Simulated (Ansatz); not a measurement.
Wanted: the native input for an Ansatz 0.2.0 run.

| Quantity | Value |
| --- | --- |
| Task | band structure |
| Functional | r2SCAN |
| Potentials or basis | Ansatz PAW |
| Cutoff | 500 eV (not typed: the program's choice for these potentials) |
| k mesh | 5 × 6 × 4 |
| Occupations | fermi-dirac, width 0.05 eV |
| Spin | no spin polarisation |
| Path | [["G", "Y", "H", "C", "E", "M1", "A", "X", "H1"], ["M", "D", "Z"], ["Y", "D"]] |
| Points for each segment of the path | 10 |

Crystal: HPbNO4.

```
H Pb N O
1.0
     6.85877    0.00000    0.00000
     0.00000    4.22865    0.00000
    -3.39101    0.00000    7.27459
H Pb N O
2 2 2 8
Direct
  0.22549 0.75000 0.50730
  0.77451 0.25000 0.49270
  0.30229 0.25000 0.28494
  0.69771 0.75000 0.71506
  0.21484 0.75000 0.83567
  0.78516 0.25000 0.16433
  0.33078 0.75000 0.45338
  0.40909 0.75000 0.86901
  0.15508 0.75000 0.96537
  0.07083 0.75000 0.66955
  0.66922 0.25000 0.54661
  0.59091 0.25000 0.13099
  0.84492 0.25000 0.03463
  0.92917 0.25000 0.33045
```

The cell was built by a generator and needn't be a form met in nature.

The input as run:

input.yaml

```yaml
crystal:
  lattice:
    - [6.85877, 0.0, 0.0]
    - [0.0, 4.22865, 0.0]
    - [-3.39101, 0.0, 7.27459]
  atoms:
    - { symbol: H, position: [0.22549, 0.75, 0.5073] }
    - { symbol: H, position: [0.77451, 0.25, 0.4927] }
    - { symbol: Pb, position: [0.30229, 0.25, 0.28494] }
    - { symbol: Pb, position: [0.69771, 0.75, 0.71506] }
    - { symbol: "N", position: [0.21484, 0.75, 0.83567] }
    - { symbol: "N", position: [0.78516, 0.25, 0.16433] }
    - { symbol: O, position: [0.33078, 0.75, 0.45338] }
    - { symbol: O, position: [0.40909, 0.75, 0.86901] }
    - { symbol: O, position: [0.15508, 0.75, 0.96537] }
    - { symbol: O, position: [0.07083, 0.75, 0.66955] }
    - { symbol: O, position: [0.66922, 0.25, 0.54661] }
    - { symbol: O, position: [0.59091, 0.25, 0.13099] }
    - { symbol: O, position: [0.84492, 0.25, 0.03463] }
    - { symbol: O, position: [0.92917, 0.25, 0.33045] }
hamiltonian:
  xc: r2scan
  pseudopotentials: { kind: paw }
kpoints:
  mp_grid: { grid: [5, 6, 4] }
  band_path:
    path:
      - [[0.0, 0.0, 0.0], [0.0, 0.0, 0.5], [-0.3888956494, 0.0, 0.6922719433], [-0.5, 0.0, 0.5], [-0.5, 0.5, 0.5], [-0.6111043506, 0.5, 0.3077280567], [-0.5, 0.5, 0.0], [-0.5, 0.0, 0.0], [-0.6111043506, 0.0, 0.3077280567]]
      - [[-0.3888956494, 0.5, 0.6922719433], [0.0, 0.5, 0.5], [0.0, 0.5, 0.0]]
      - [[0.0, 0.0, 0.5], [0.0, 0.5, 0.5]]
    npoints: 10
scf:
  occupations: { method: fermi_dirac, width: 0.05 }
  n_extra_bands: 35
output:
  forces: true
  stress: true
  eigenvalues: true
  fatbands: false
```

Potentials or basis: Ansatz PAW.

The run is started by

```console
$ ansatz run input.yaml --threads 8 --pin off --max-ram 20480MiB --backend cpu --events-out ev --progress --plain --runs-dir out
```

Results of the run:

| Quantity | Value |
| --- | --- |
| Pressure | -3.1 GPa |
| Largest force | 0.652 eV/Å |
| Band gap on the k mesh | 3.46 eV, indirect (least direct gap 3.72 eV) |
| Band gap along the path | 3.44 eV, indirect (least direct gap 3.73 eV) |

Caveat: spin-orbit coupling is left out, which as a rule narrows the gap of such compounds by several tenths of an eV; the PAW data sets come from PBE, with cores solved anew for the run's functional, which leaves a small shift of forces and pressure.

Run time: 28 s on 8 threads of Arm Neoverse V1, with other jobs on the host, peak memory 2 GiB.
